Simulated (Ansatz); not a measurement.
# H4Zr: the cost of one run

Method: def2-TZVPP, core rule «outside noble gas», up to 4 orbitals frozen; program: Ansatz 0.2.0, Gaussian basis.

The runs, in order: UHF; CCSD(T) on RHF; CCSD(T) on UHF; CCSDT(Q) on RHF; CCSDT(Q) on UHF.

13 further runs of the same task are left out: 7 for a known fault of the program, 6 set aside as unsound or not needed.

## (1) The geometry

The geometry is a PBE0/def2-TZVP stationary point (not a proven minimum) of the parent state, kept for this charge and spin. No spin-orbit coupling is included. Elements past krypton take def2 core potentials.

5 atoms, charge 0, spin multiplicity 1.

Atoms are counted from 1 here; the program's logs count them from 0.

Bond lengths: Zr1–H2 1.937 Å, Zr1–H3 1.937 Å, Zr1–H4 1.937 Å, Zr1–H5 1.937 Å. Angles: H2–Zr1–H3 129.6°, H2–Zr1–H4 27.6°, H2–Zr1–H5 138.7°, H3–Zr1–H4 138.7°, H3–Zr1–H5 27.6°, H4–Zr1–H5 129.6°.

## (2) UHF

in.yaml

```yaml
crystal:
  periodic: [false, false, false]
  atoms:
    - {symbol: Zr, position_ang: [0.000000, 0.028898, 0.000000]}
    - {symbol: H, position_ang: [0.462564, -0.653853, -1.752161]}
    - {symbol: H, position_ang: [0.462564, -0.653853, 1.752161]}
    - {symbol: H, position_ang: [-0.462564, -0.653853, -1.752161]}
    - {symbol: H, position_ang: [-0.462564, -0.653853, 1.752161]}
basis:
  gaussian: {orbitals: def2-TZVPP}
magnetization: {spin_polarized: true, initial_magnetization: 0}
hamiltonian: {xc: hf}
output: {orbitals: {seedname: orbitals}}
```

Started as:

```bash
> ansatz run in.yaml --threads 1 --pin off --events-out ev --progress --plain --max-ram 4096MiB --backend cpu
```

Q: Estimate wall time and peak memory on 1 thread of AMD EPYC 7R13, shared host.

About 13 s, with a peak of 0.25 GiB.
